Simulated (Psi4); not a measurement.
# AlCl2F (SMILES [F][Al]([Cl])[Cl]): BLYP/6-311+G(d,p)

What is the energy change on altering one bond length of AlCl2F at BLYP/6-311+G**? 

The calculation is run with Psi4 1.11.

### Step 1. The structure to begin with

AlCl2F has 4 atoms, charge 0, and is taken as a singlet. SMILES: `[F][Al]([Cl])[Cl]`. The shape comes from GFN2-xTB, which is rough for such elements, and wasn't checked as a minimum.

Bond lengths: Al1–Cl2 2.019 Å, Al1–Cl3 2.019 Å, Al1–F4 1.655 Å. Angles: Cl2–Al1–Cl3 127.3°, Cl2–Al1–F4 116.4°, Cl3–Al1–F4 116.4°.

### Step 2. The energy at BLYP/6-311+G(d,p)

The input, alcl2f.xyz:

```xyz
4
AlCl2F
Al    -0.017680    -0.029510    -0.000030
Cl     1.994930    -0.186520     0.014240
Cl    -1.111650     1.666840    -0.016240
F     -0.865600    -1.450810     0.002030
```

The input, alcl2f_ase.py:

```python
import numpy as np
from ase.calculators.psi4 import Psi4
from ase.io import read

mol = read('alcl2f.xyz')
calc = Psi4(atoms=mol, method='blyp', basis='6-311+G**', memory='1600MB', num_threads=1, charge=0, multiplicity=1, label='psi4-calc')
calc.psi4.set_options({'puream': True, 'e_convergence': 1e-09, 'd_convergence': 1e-08, 'scf_type': 'pk', 'dft_radial_points': 99, 'dft_spherical_points': 590})
mol.calc = calc

print(f'energy: {mol.get_potential_energy():.6f} eV')
```

On the command line:

```sh
$ python alcl2f_ase.py
```

psi4-calc.dat:

```text
[...]
  Running in c1 symmetry.
[...]
  Nuclear repulsion =  247.327666045466202
[...]
  Multiplicity = 1
[...]
  Nalpha       = 28
  Nbeta        = 28
[...]
    Number of basis functions: 112
[...]
   @RKS iter   1: -1262.74393925904565   -1.31878e-01   6.74828e-03 ADIIS/DIIS
[...]
   @RKS iter  11: -1262.93623598224212   -4.32010e-12   5.92118e-09 DIIS
[...]
    Orbital Energies [Eh]
    ---------------------
    Doubly Occupied:
       1A   -100.768122     2A   -100.768104     3A    -55.493700
       4A    -24.262999     5A     -9.198610     6A     -9.198586
       7A     -7.028926     8A     -7.028905     9A     -7.024498
      10A     -7.024476    11A     -7.023462    12A     -7.023440
      13A     -4.005628    14A     -2.618114    15A     -2.613245
      16A     -2.612983    17A     -1.059584    18A     -0.774527
      19A     -0.764193    20A     -0.435832    21A     -0.386580
      22A     -0.381508    23A     -0.369954    24A     -0.349687
      25A     -0.326570    26A     -0.322199    27A     -0.315107
      28A     -0.302666
[...]
  @RKS Final Energy: -1262.93623598224212
   => Energetics <=
    Nuclear Repulsion Energy =            247.3276660454662021
    One-Electron Energy =               -2240.4464911773366111
    Two-Electron Energy =                 815.9279865157437825
    DFT Exchange-Correlation Energy =     -85.7453973661155118
    Empirical Dispersion Energy =           0.0000000000000000
    VV10 Nonlocal Energy =                  0.0000000000000000
    Total Energy =                      -1262.9362359822421240
[...]
 Multipole Moments:
 ------------------------------------------------------------------------------------
     Multipole            Electronic (a.u.)      Nuclear  (a.u.)        Total (a.u.)
 ------------------------------------------------------------------------------------
 L = 1.  Multiply by 2.5417464519 to convert [e a0] to [Debye]
 Dipole X            :         -0.2746806            0.4703374            0.1956569
 Dipole Y            :         -0.4595778            0.7882877            0.3287099
 Dipole Z            :          0.0004389           -0.0010839           -0.0006450
 Magnitude           :                                                    0.3825339
[...]
```

The script printed:

```text
energy: -34366.245441 eV
```

Wall time 13 s (1 thread of Intel Xeon Platinum 8375C at 2.90GHz (Ice Lake), shared host); peak memory 0.63 GiB.

### Step 3. The distorted shape at the same level

The input, input.inp:

```
memory 1600 MB

molecule {
  0 1
  Al     0.146438    -0.283997     0.002402
  Cl     2.159048    -0.441007     0.016672
  Cl    -1.111650     1.666840    -0.016240
  F     -0.701482    -1.705297     0.004462
  symmetry c1
  no_reorient
  no_com
}

set basis 6-311+G**
set puream true
set e_convergence 1e-09
set d_convergence 1e-08
set scf_type pk
set dft_radial_points 99
set dft_spherical_points 590

result, w = energy('blyp', return_wfn=True)
print_variables()
```

On the command line:

```sh
$ psi4 -i input.inp -o input.out -n 1
```

input.out:

```text
[...]
  Running in c1 symmetry.
[...]
  Nuclear repulsion =  234.741760077012486
[...]
  Multiplicity = 1
[...]
  Nalpha       = 28
  Nbeta        = 28
[...]
    Number of basis functions: 112
[...]
   @RKS iter   1: -1262.74302496739256   -2.59916e-01   6.62668e-03 DIIS/ADIIS
[...]
   @RKS iter  12: -1262.92733117293892   -1.81899e-12   3.22936e-09 DIIS
[...]
    Orbital Energies [Eh]
    ---------------------
    Doubly Occupied:
       1A   -100.781251     2A   -100.757662     3A    -55.520626
       4A    -24.277352     5A     -9.211463     6A     -9.183765
       7A     -7.042053     8A     -7.037260     9A     -7.036228
      10A     -7.015856    11A     -7.009328    12A     -7.008578
      13A     -4.027815    14A     -2.640725    15A     -2.635532
      16A     -2.635196    17A     -1.072800    18A     -0.781522
      19A     -0.734336    20A     -0.443321    21A     -0.395196
      22A     -0.381237    23A     -0.381025    24A     -0.343940
      25A     -0.332470    26A     -0.323863    27A     -0.292169
      28A     -0.286825
[...]
  @RKS Final Energy: -1262.92733117293892
   => Energetics <=
    Nuclear Repulsion Energy =            234.7417600770124864
    One-Electron Energy =               -2215.0920584049522404
    Two-Electron Energy =                 803.0937104675783758
    DFT Exchange-Correlation Energy =     -85.6707433125775140
    Empirical Dispersion Energy =           0.0000000000000000
    VV10 Nonlocal Energy =                  0.0000000000000000
    Total Energy =                      -1262.9273311729389206
[...]
 Multipole Moments:
 ------------------------------------------------------------------------------------
     Multipole            Electronic (a.u.)      Nuclear  (a.u.)        Total (a.u.)
 ------------------------------------------------------------------------------------
 L = 1.  Multiply by 2.5417464519 to convert [e a0] to [Debye]
 Dipole X            :        -24.8174222           25.3150017            0.4975795
 Dipole Y            :         -3.4733638            3.4006132           -0.0727506
 Dipole Z            :         -0.1452880            0.1487744            0.0034864
 Magnitude           :                                                    0.5028819
[...]
```

Run time: 13 s. Hardware: 1 thread of Intel Xeon Platinum 8375C at 2.90GHz (Ice Lake), shared host; peak memory 0.61 GiB.

### Step 4. What came out

Level: BLYP/6-311+G**.

| quantity | value |
| --- | --- |
| first shape: total energy | -1262.93624 Eh |
| first shape: dipole moment | 0.97 D |
| first shape: HOMO energy | -8.24 eV |
| first shape: LUMO energy | -2.26 eV |
| first shape: HOMO–LUMO gap | 5.97 eV |
| distorted shape: total energy | -1262.92733 Eh |
| distorted shape: dipole moment | 1.28 D |
| distorted shape: HOMO energy | -7.80 eV |
| distorted shape: LUMO energy | -3.11 eV |
| distorted shape: HOMO–LUMO gap | 4.70 eV |
| energy change with the Al1–Cl3 bond stretched from 2.019 to 2.321 Å | 0.242 eV |

With the Al1–Cl3 bond stretched from 2.019 to 2.321 Å the energy rises by 0.24 eV (23.4 kJ/mol). The first shape isn't relaxed at this level, so the change isn't measured from a minimum.
